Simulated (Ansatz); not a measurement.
**AlH₇SiSn: one species, many methods**

The task here is to estimate one member of a computed series from the others.

Program: Ansatz 0.2.0, Gaussian basis. Level of theory: functionals in def2-TZVPP, the program's frozen cores in correlated methods. These are calculated values, not measurements.

Levels to be run: LDA (SPW92), PBE-D4, revPBE-D4, BLYP-D4, r2SCAN-D4, B97M-V, PBE0-D4, B3LYP-D4, r2SCANh-D4, r2SCAN0-D4, HSE06-D4, BHLYP-D4, CAM-B3LYP-D4, LC-ωPBE, ωB97X-V, ωB97M-V, B2PLYP, PBE-QIDH; CCSD(T)/def2-SVP; CCSD(T)/def2-TZVPP; MP2/def2-QZVPP; extrapolation to the limit; RPA on PBE.

**The geometry**

The geometry comes from an earlier relaxation with PBE0-D4 in a triple-zeta def2 set; it is a stationary point, not always the lowest conformer. Sn takes the def2 core potential; no spin-orbit term is included.

SMILES `[AlH2][SnH2][SiH3]`, 10 atoms, charge 0, spin multiplicity 1.

Atoms are counted from 1 here; the program's logs count them from 0.

Bond lengths: Al1–Sn2 2.660 Å, Al1–H4 1.588 Å, Al1–H5 1.588 Å, Sn2–Si3 2.564 Å, Sn2–H6 1.715 Å, Sn2–H7 1.715 Å, Si3–H8 1.488 Å, Si3–H9 1.488 Å, Si3–H10 1.488 Å. Angles: Sn2–Al1–H4 120.4°, Sn2–Al1–H5 120.5°, H4–Al1–H5 119.1°, Al1–Sn2–Si3 114.4°, Al1–Sn2–H6 110.6°, Al1–Sn2–H7 110.5°, Si3–Sn2–H6 107.8°, Si3–Sn2–H7 107.8°, H6–Sn2–H7 105.3°, Sn2–Si3–H8 110.0°, Sn2–Si3–H9 110.0°, Sn2–Si3–H10 111.6°, H8–Si3–H9 108.2°, H8–Si3–H10 108.5°, H9–Si3–H10 108.5°.

As a file:

```xyz
10

Al   -1.7742    0.6219   -1.6041
Sn    0.3912    0.8877   -0.0828
Si    1.0083   -1.2106    1.2563
H    -2.5615   -0.7566   -1.6483
H    -2.2973    1.8387   -2.4804
H     0.1936    2.1799    1.0278
H     1.7491    1.3176   -1.0387
H    -0.1125   -1.5844    2.1609
H     1.2585   -2.3489    0.3314
H     2.2278   -0.9963    2.0807
```

The first run:

in.yaml reads:

```yaml
crystal:
  periodic: [false, false, false]
  atoms:
    - {symbol: Al, position_ang: [-1.774218, 0.621878, -1.604081]}
    - {symbol: Sn, position_ang: [0.391163, 0.887660, -0.082780]}
    - {symbol: Si, position_ang: [1.008293, -1.210564, 1.256315]}
    - {symbol: H, position_ang: [-2.561466, -0.756582, -1.648290]}
    - {symbol: H, position_ang: [-2.297256, 1.838670, -2.480384]}
    - {symbol: H, position_ang: [0.193600, 2.179898, 1.027790]}
    - {symbol: H, position_ang: [1.749082, 1.317600, -1.038674]}
    - {symbol: H, position_ang: [-0.112454, -1.584422, 2.160868]}
    - {symbol: H, position_ang: [1.258532, -2.348933, 0.331389]}
    - {symbol: H, position_ang: [2.227825, -0.996306, 2.080746]}
basis:
  gaussian: {orbitals: def2-TZVPP}
hamiltonian: {xc: lda}
output: {orbitals: {seedname: orbitals}}
```

Launch:

```
ansatz run in.yaml --threads 2 --pin off --events-out ev --progress --plain --max-ram 4352MiB
```

Among the steps run: LDA; PBE-D4 (GGA); revPBE-D4 (GGA); BLYP-D4 (GGA); r2SCAN-D4 (meta-GGA); B97M-V (meta-GGA); B3LYP-D4 (hybrid); r2SCANh-D4 (hybrid); r2SCAN0-D4 (hybrid); HSE06-D4 (hybrid); BHLYP-D4 (hybrid); CAM-B3LYP-D4 (range-separated); LC-ωPBE (range-separated); ωB97X-V (range-separated); ωB97M-V (range-separated); B2PLYP (double hybrid); PBE-QIDH (double hybrid).

One of the session's tables, all rows but one given; the rest of the session is left out.

It belongs to the step «Orbital energies across the functionals». 

| functional | HOMO (eV) | LUMO (eV) | gap (eV) |
| --- | --- | --- | --- |
| LDA (SPW92) | -6.35 | -3.19 | 3.17 |
| PBE-D4 | -6.26 | -2.99 | 3.27 |
| revPBE-D4 | -6.22 | -2.89 | 3.33 |
| BLYP-D4 | -6.10 | -2.86 | 3.24 |
| r2SCAN-D4 | -6.48 | -2.73 | 3.75 |
| B97M-V | -6.59 | -2.96 | 3.63 |
| PBE0-D4 | -7.22 | -2.24 | 4.98 |
| B3LYP-D4 | -7.03 | -2.42 | 4.60 |
| r2SCANh-D4 | -6.83 | -2.48 | 4.35 |
| r2SCAN0-D4 | -7.36 | -2.10 | 5.26 |
| HSE06-D4 | -6.84 | -2.60 | 4.23 |
| BHLYP-D4 | ? | ? | ? |
| CAM-B3LYP-D4 | -8.38 | -1.28 | 7.09 |
| LC-ωPBE | -9.62 | -0.23 | 9.40 |
| ωB97X-V | -9.32 | -0.35 | 8.97 |
| ωB97M-V | -9.11 | -0.61 | 8.50 |

**Question.** Estimate the row for BHLYP-D4.

Worked estimate for «HOMO (eV)». Against the share of exact exchange, BLYP-D4 (0, -6.10), B3LYP-D4 (0.2, -7.03) give a slope of -4.65 per unit share; at 0.5 the line stands at -8.42.

**Answer.** HOMO (eV): -8.06; LUMO (eV): -1.45; gap (eV): 6.60. In «HOMO (eV)» the line misses by -0.36.
